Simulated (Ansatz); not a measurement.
# Ti2Ge: the cost of one run

Program: Ansatz 0.2.0. Level of theory: DFT PBE, scalar-relativistic, plane waves, PAW. These are calculated values, not measurements.

### Step 1. The system as given

It takes space group P6/mmm (No. 191, hexagonal). The conventional cell has a = 3.607 Å, b = 3.607 Å, c = 3.895 Å, α = 90.00°, β = 90.00°, γ = 120.00°. Around Ti (site symmetry -6m2) lie 3 Ti at 2.08 Å. Ge (site symmetry 6/mmm) is surrounded by 12 Ti at 2.85 Å.

Coordinates:

```cif
data_structure
_symmetry_space_group_name_H-M 'P 1'
_symmetry_Int_Tables_number 1
_cell_length_a 3.6071
_cell_length_b 3.6071
_cell_length_c 3.8947
_cell_angle_alpha 90.000
_cell_angle_beta 90.000
_cell_angle_gamma 120.000
_cell_volume 43.88
loop_
_atom_site_label
_atom_site_type_symbol
_atom_site_fract_x
_atom_site_fract_y
_atom_site_fract_z
_atom_site_occupancy
Ti1 Ti 0.33333 0.66667 0.50000 1
Ti2 Ti 0.66667 0.33333 0.50000 1
Ge1 Ge 0.00000 0.00000 0.00000 1
```

(A quick probe on a coarse mesh, which set the mesh and smearing, is not shown.)

### Step 3. Coarse relaxation

The input, input.yaml:

```yaml
crystal:
  lattice:
    - [3.6070548162, 0.0, 0.0]
    - [-1.8035274081, 3.1238011037, 0.0]
    - [0.0, 0.0, 3.8946605158]
  atoms:
    - { symbol: Ti, position: [0.3333333333, 0.6666666667, 0.5] }
    - { symbol: Ti, position: [0.6666666667, 0.3333333333, 0.5] }
    - { symbol: Ge, position: [0.0, 0.0, 0.0] }
basis:
  ecutwfc: 420
kpoints:
  mp_grid: { grid: [6, 6, 4] }
hamiltonian:
  xc: pbe
scf:
  occupations: { method: gaussian, width: 0.1 }
  lower_state_search: "off"
output:
  forces: true
  stress: true
  eigenvalues: true
relax:
  adjacent_minimum: "off"
  f_tol: 0.04
  max_steps: 70
  cell: { stress_tol: 0.4 }
```

Command:

```
> ansatz run input.yaml --threads 1 --pin off --max-ram 2560MiB --backend cpu --events-out ev --progress --plain --runs-dir out
```

Q: Estimate wall time and peak memory on 1 thread of Intel Xeon Platinum 8259CL at 2.50GHz (Skylake/Cascade Lake), shared host.

About 32 s, with a peak of 0.39 GiB.
